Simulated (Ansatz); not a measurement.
# GeBrF3: one species, many methods

One table from this session's results is given with a row withheld; the runs are named, their logs left out.

Computed with Ansatz 0.2.0, Gaussian basis. Level: functionals in def2-TZVPP, the program's frozen cores in correlated methods.

Plan: LDA (SPW92), PBE-D4, revPBE-D4, BLYP-D4, r2SCAN-D4, B97M-V, PBE0-D4, B3LYP-D4, r2SCANh-D4, r2SCAN0-D4, HSE06-D4, BHLYP-D4, CAM-B3LYP-D4, LC-ωPBE, ωB97X-V, ωB97M-V, B2PLYP, PBE-QIDH; CCSD(T)/def2-SVP; CCSD(T)/def2-TZVPP; MP2/def2-QZVPP; extrapolation to the limit; RPA on PBE.

## The geometry

The geometry comes from an earlier relaxation with PBE0-D4 in a triple-zeta def2 set; it is a stationary point.

SMILES `[F][Ge]([F])([F])[Br]`, 5 atoms, charge 0, spin multiplicity 1.

Atoms are counted from 1 here; the program's logs count them from 0.

Bond lengths: F1–Ge2 1.701 Å, Ge2–F3 1.701 Å, Ge2–F4 1.701 Å, Ge2–Br5 2.237 Å. Angles: F1–Ge2–F3 107.2°, F1–Ge2–F4 107.2°, F1–Ge2–Br5 111.7°, F3–Ge2–F4 107.2°, F3–Ge2–Br5 111.6°, F4–Ge2–Br5 111.6°.

Coordinates:

```xyz
5
charge 0, multiplicity 1
F     1.15745   -0.81564    1.00599
Ge   -0.01879   -0.06290    0.03510
F    -0.81671   -1.29006   -0.83104
F    -1.16124    0.63867    1.08172
Br    0.88919    1.45632   -1.33327
```

Set-up of the first run:

The input, in.yaml:

```yaml
crystal:
  periodic: [false, false, false]
  atoms:
    - {symbol: F, position_ang: [1.157451, -0.815639, 1.005995]}
    - {symbol: Ge, position_ang: [-0.018792, -0.062897, 0.035098]}
    - {symbol: F, position_ang: [-0.816710, -1.290060, -0.831040]}
    - {symbol: F, position_ang: [-1.161239, 0.638672, 1.081719]}
    - {symbol: Br, position_ang: [0.889190, 1.456323, -1.333272]}
basis:
  gaussian: {orbitals: def2-TZVPP}
hamiltonian: {xc: lda}
output: {orbitals: {seedname: orbitals}}
```

On the command line:

```sh
ansatz run in.yaml --threads 4 --pin off --events-out ev --progress --plain --max-ram 10444MiB
```

Steps of the session up to this table: LDA; PBE-D4 (GGA); revPBE-D4 (GGA); BLYP-D4 (GGA); r2SCAN-D4 (meta-GGA); B97M-V (meta-GGA); PBE0-D4 (hybrid); B3LYP-D4 (hybrid); r2SCANh-D4 (hybrid); r2SCAN0-D4 (hybrid); HSE06-D4 (hybrid); BHLYP-D4 (hybrid); CAM-B3LYP-D4 (range-separated); LC-ωPBE (range-separated); ωB97X-V (range-separated); ωB97M-V (range-separated); B2PLYP (double hybrid); PBE-QIDH (double hybrid).

One of the session's tables, all rows but one given; the rest of the session is left out.

It belongs to the step «Orbital energies across the functionals». 

```
  functional  HOMO (eV)  LUMO (eV)  gap (eV)
 LDA (SPW92)      -8.67      -3.44      5.23
      PBE-D4      -8.47      -3.05      5.42
   revPBE-D4      -8.40      -2.90      5.50
     BLYP-D4      -8.30      -3.03      5.27
   r2SCAN-D4      -8.86      -2.76      6.10
      B97M-V      -8.91      -2.67      6.24
     PBE0-D4      -9.88      -2.02      7.86
    B3LYP-D4      -9.59      -2.38      7.21
  r2SCANh-D4      -9.37      -2.39      6.98
  r2SCAN0-D4     -10.13      -1.84      8.29
    HSE06-D4      -9.47      -2.39      7.08
    BHLYP-D4     -11.10      -0.97     10.13
CAM-B3LYP-D4     -11.24      -1.01     10.24
     LC-ωPBE     -12.66       0.36     13.02
     ωB97X-V          ?          ?         ?
     ωB97M-V     -12.13       0.11     12.24
```

Estimate the missing values for ωB97X-V.

The run gave: HOMO (eV): -12.28; LUMO (eV): 0.27; gap (eV): 12.54. In the column «HOMO (eV)» it lies between LC-ωPBE (-12.66) and ωB97M-V (-12.13).
